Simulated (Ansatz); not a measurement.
# P: the cost of one run

Method: DFT PBEsol, scalar-relativistic, plane waves, PAW, in Ansatz 0.2.0.

## Step 1: Starting point

The structure is trigonal, space group R-3m (No. 166). Conventional cell: a = 3.451 Å, b = 3.451 Å, c = 9.389 Å, α = 90.00°, β = 90.00°, γ = 120.00°. Around P (site symmetry 3m) lie 3 P at 2.29 Å.

As a file:

```
P
1.0
    -1.72573    2.98904    0.00000
    -3.45145    0.00000    0.00000
    -1.72573    0.99635    3.12968
P
2
Direct
  0.77292 0.77292 0.68124
  0.22708 0.22708 0.31876
```

The structure comes from the Materials Project (structure only).

## Step 2: Ground state at the listed geometry

Contents of input.yaml:

```yaml
crystal:
  lattice:
    - [-1.725725178, 2.9890436882, 0.0]
    - [-3.451450356, 0.0, 0.0]
    - [-1.725725178, 0.9963478961, 3.1296800121]
  atoms:
    - { symbol: P, position: [0.77291975, 0.77291975, 0.68124075] }
    - { symbol: P, position: [0.22708025, 0.22708025, 0.31875925] }
basis:
  ecutwfc: 500
  fft_grid_basis: typed
kpoints:
  mp_grid: { grid: [12, 12, 12] }
hamiltonian:
  xc: pbesol
  pseudopotentials: { kind: paw }
scf:
  occupations: { method: gaussian, width: 0.05 }
output:
  forces: true
  stress: true
  eigenvalues: true
  bader: true
  write_density: true
  volumetric_format: npy
  elf: true
```

Run with:

```sh
$ ansatz run input.yaml --threads 1 --pin off --max-ram 2560MiB --backend cpu --events-out ev --progress --plain --runs-dir out
```

What time and memory should one allow on 1 thread of Arm Neoverse N1, shared host?

About 37 s, with a peak of 0.34 GiB.
